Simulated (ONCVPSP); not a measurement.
# An ONCV potential for Ir, from input to tests

Task: generate the file, and judge it by its errors in other configurations, its logarithmic derivatives, its ghosts and its cutoff.

Program: ONCVPSP 4.0.1. Reference atom: revPBE, fully relativistic, spherical and spin-unpolarised. All values are calculated.

## Step 1: The design

The settings as typed:

```
element                 : iridium (Ir, Z = 77)
type                    : optimised norm-conserving Vanderbilt (ONCV)
frozen core             : [Kr] 4d10 4f14
valence charge          : 17
reference configuration : 5s2 5p6 5d7 (charge +2)
partial waves           : 5s: rc 1.10 bohr, ncon 3, nbas 6, qcut 5.8 1/bohr, 2 projectors, debl 2.8 Ha; 5p: rc 1.85 bohr, ncon 4, nbas 7, qcut 6.9 1/bohr, 2 projectors, debl 1.2 Ha; 5d: rc 2.20 bohr, ncon 3, nbas 8, qcut 6 1/bohr, 2 projectors, debl 0.8 Ha
local potential         : polynomial inside 0.75 bohr (lpopt 5, dvloc0 4 Ha)
core correction         : Teter function, fcfact 5, rcfact 1.5
```

An earlier all-electron run gives the scale for the radii.

All-electron outer shells of the reference configuration (revPBE, scalar-relativistic, ld1.x):

```csv
shell,level (eV),outermost node (bohr),outermost maximum (bohr)
4f,-79.73,–,0.39
5p,-72.34,0.54,1.01
5d,-24.32,0.59,1.29
6s,-21.33,1.16,2.24
6p,-13.97,1.37,2.88
```

## Step 2: The generation run

Contents of Ir.dat:

```
# ATOM AND REFERENCE CONFIGURATION
# atsym  z   nc   nv     iexc    psfile
  Ir 77.00   10    3  -102130      upf
#
#   n    l    f
    1    0    2.00
    2    0    2.00
    2    1    6.00
    3    0    2.00
    3    1    6.00
    3    2   10.00
    4    0    2.00
    4    1    6.00
    4    2   10.00
    4    3   14.00
    5    0    2.00
    5    1    6.00
    5    2    7.00
#
# PSEUDOPOTENTIAL AND OPTIMIZATION
# lmax
    2
#
#   l,   rc,      ep,       ncon, nbas, qcut
    0    1.10    0.00    3    6    5.80
    1    1.85    0.00    4    7    6.90
    2    2.20    0.00    3    8    6.00
#
# LOCAL POTENTIAL
# lloc, lpopt,  rc(5),   dvloc0
    4    5    0.75    4.00
#
# VANDERBILT-KLEINMAN-BYLANDER PROJECTORs
# l, nproj, debl
    0    2    2.80
    1    2    1.20
    2    2    0.80
#
# MODEL CORE CHARGE
# icmod, fcfact, rcfact
    3    5.00    1.50
#
# LOG DERIVATIVE ANALYSIS
# epsh1, epsh2, depsh
   -6.00    5.00    0.04
#
# OUTPUT GRID
# rlmax, drl
    6.00    0.01
#
# TEST CONFIGURATIONS
# ncnf
    4
# nvcnf
#   n    l    f
    4
    5    0    2.00
    5    1    6.00
    5    2    7.00
    6    0    2.00
#
    4
    5    0    2.00
    5    1    6.00
    5    2    7.00
    6    0    1.00
#
    3
    5    0    2.00
    5    1    6.00
    5    2    6.00
#
    3
    5    0    2.00
    5    1    6.00
    5    2    8.00
#
```

The run is started by

```sh
$ oncvpspr.x < Ir.dat > Ir.out
```

**Question.** What will these runs give? Wanted: cutoffs; bound ghosts; GHOST(+) flags; largest test error; largest phase difference near zero energy, channels read; rms error of d²Exc/dn², without and with the model core; projector energies reset by the program.

The runs gave:

```
                                                quantity                                                          value
                                                 cutoffs                                                 not determined
                                            bound ghosts                                                s at -202.66 eV
                                          GHOST(+) flags   p3/2 at 38 eV, d5/2 at 119 eV, p1/2 at 93 eV, d3/2 at 146 eV
                            largest test error (AE − PS)                                       +11 meV, for 5s2 5p6 5d6
largest phase difference near zero energy, channels read                                                      0.000 rad
 rms error of d²Exc/dn², without and with the model core                                             11.48 and 2.33 mHa
                 projector energies reset by the program  s: -4.237, 0.250 Ha; p: -2.521, 0.250 Ha; d: -0.874, 0.250 Ha
```

**Reading.** A bound ghost (s) makes it unfit for use: electrons can fall into a state that the atom doesn't have. By total energies transferability is good: the largest error is 11 meV on 30.5 eV, for 5s2 5p6 5d6. Atomic tests can pass in spite of a ghost, since they solve only for the levels asked. Near zero energy the phases of the channels with partial waves agree within 0.001 rad. The program also flags highly localised states, GHOST(+) (p3/2, d5/2, p1/2, d3/2). Note that the frozen 4f shell (-80 eV) lies higher than the valence 5s shell (-116 eV). These are tests on the free atom; a crystal test is still owed.
